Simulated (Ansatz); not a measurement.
# OTe (charge +1): a search for lower mean-field states

Program: Ansatz 0.2.0 through its Python package.

Contents of `ote.xyz`:
```text
2

Te    0.00000    0.00000    0.00000
O     0.00000    0.00000    2.02000
```

Run as a notebook:

```python
import ansatz as az
import numpy as np
```

```python
ote = az.Crystal.molecule_from_extxyz('ote.xyz')
symbols = [site.symbol for site in ote.cartesian_sites]
```

```python
start = np.array([site.position_ang for site in ote.cartesian_sites])
for factor in [1.0, 1.3]:
    xyz = (start - start.mean(axis=0)) * factor
    scaled = az.Crystal.molecule()
    for symbol, place in zip(symbols, xyz):
        scaled = scaled.atom(symbol, place.tolist())
    setup = scaled.calculation()
    setup = setup.basis(gaussian='def2-SVP')
    setup = setup.functional('pbe0').charge(1)
    setup = setup.spin('collinear', total=1)
    for search in ('off', 'standard'):
        try:
            rep = setup.scf(lower_state_search=search).run(threads=1, pin='off').report
        except az.AnsatzError as error:
            print(f'x{factor} search {search}: {type(error).__name__}')
            continue
        state = rep['mean_field']['state']
        print(f'all distances x{factor}, search {search:8s} E = {rep["free_energy_ev"]:.5f} eV  <S^2> = {abs(state["spin_squared"]):.3f}  other states met: {len(rep["mean_field"]["others"])}')
```

    all distances x1.0, search off      E = -9324.61159 eV  <S^2> = 1.426  other states met: 0
    all distances x1.0, search standard E = -9324.61159 eV  <S^2> = 1.426  other states met: 7
    all distances x1.3, search off      E = -9322.91720 eV  <S^2> = 2.361  other states met: 0
    all distances x1.3, search standard E = -9322.91720 eV  <S^2> = 2.361  other states met: 6

Notes:
- Total energies depend on the basis set; only differences at equal settings carry meaning.
- The count of other states can hold repeated and symmetry-equivalent ends of the search; scaling all distances is a test, and for more than two atoms no physical path.
- def2 sets replace the cores of elements past krypton by effective core potentials.
- The species is open-shell (spin multiplicity 2).
- The expectation value of S² is noticeably off S(S+1) in at least one run, so that state is spin-contaminated.
- The spin state was assumed, and another may lie lower.
- Run time: 12 s on 1 thread of Intel(R) Xeon(R) Platinum 8488C (Sapphire Rapids) (shared host), peak memory 0.19 GiB.

(Lines on the test bed's own set-up are left out of the output.)
